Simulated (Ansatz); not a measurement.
# CH₃HfNO₄: how energies converge with the basis set

The task here is to estimate one member of a computed series from the others.

Program: Ansatz 0.2.0, Gaussian basis. Level of theory: one geometry, several basis sets. These are calculated values, not measurements.

The runs, in order: PBE0-D4/def2-SVP; ωB97M-V/def2-SVP; PBE0-D4/def2-QZVPP; ωB97M-V/def2-QZVPP; the functionals' def2-TZVPP values are taken from earlier runs.

## The relaxed structure

All runs share one geometry, relaxed beforehand with PBE0-D4 in a triple-zeta def2 set. Hf takes the def2 core potential; no spin-orbit term is included.

SMILES `O=C=[N][Hf]([OH])([OH])[OH]`, 10 atoms, charge 0, spin multiplicity 1.

Atoms are counted from 1 here; the program's logs count them from 0.

Bond lengths: O1–C2 1.169 Å, C2–N3 1.198 Å, N3–Hf4 2.062 Å, Hf4–O5 1.920 Å, Hf4–O6 1.920 Å, Hf4–O7 1.920 Å, O5–H8 0.951 Å, O6–H9 0.951 Å, O7–H10 0.951 Å. Angles: O1–C2–N3 180.0°, C2–N3–Hf4 180.0°, N3–Hf4–O5 108.6°, N3–Hf4–O6 108.7°, N3–Hf4–O7 108.6°, O5–Hf4–O6 110.3°, O5–Hf4–O7 110.3°, O6–Hf4–O7 110.3°, Hf4–O5–H8 160.6°, Hf4–O6–H9 160.6°, Hf4–O7–H10 160.6°.

Set-up of the first run:

in.yaml reads:

```yaml
crystal:
  periodic: [false, false, false]
  atoms:
    - {symbol: O, position_ang: [2.221131, -2.609849, 1.958519]}
    - {symbol: C, position_ang: [1.563569, -1.836929, 1.379105]}
    - {symbol: N, position_ang: [0.889677, -1.044802, 0.785300]}
    - {symbol: Hf, position_ang: [-0.270736, 0.318218, -0.238609]}
    - {symbol: O, position_ang: [-1.574820, -0.639492, -1.271791]}
    - {symbol: O, position_ang: [-1.140042, 1.462948, 1.033881]}
    - {symbol: O, position_ang: [0.866339, 1.348303, -1.392417]}
    - {symbol: H, position_ang: [-2.415929, -0.956572, -1.583120]}
    - {symbol: H, position_ang: [-1.387371, 2.246417, 1.513399]}
    - {symbol: H, position_ang: [1.248182, 1.711758, -2.184266]}
basis:
  gaussian: {orbitals: def2-SVP}
hamiltonian: {xc: pbe0, dispersion: d4}
output: {orbitals: {seedname: orbitals}}
```

On the command line:

```console
$ ansatz run in.yaml --threads 4 --pin off --events-out ev --progress --plain --max-ram 11315MiB
```

Steps of the session up to this table: PBE0-D4 in def2-SVP; ωB97M-V in def2-SVP; PBE0-D4 in def2-QZVPP; ωB97M-V in def2-QZVPP.

One table of the session follows, with a row left open; its other results are not shown here.

It belongs to the step «Density functionals: the series». 

```
functional       basis  HOMO (eV)
   PBE0-D4    def2-SVP          ?
   PBE0-D4  def2-TZVPP      -8.19
   PBE0-D4  def2-QZVPP      -8.24
   ωB97M-V    def2-SVP     -10.23
   ωB97M-V  def2-TZVPP     -10.44
   ωB97M-V  def2-QZVPP     -10.49
```

**Question.** Estimate the row for PBE0-D4, def2-SVP.

As computed: HOMO (eV): -8.02. In the column «HOMO (eV)» it is the highest.
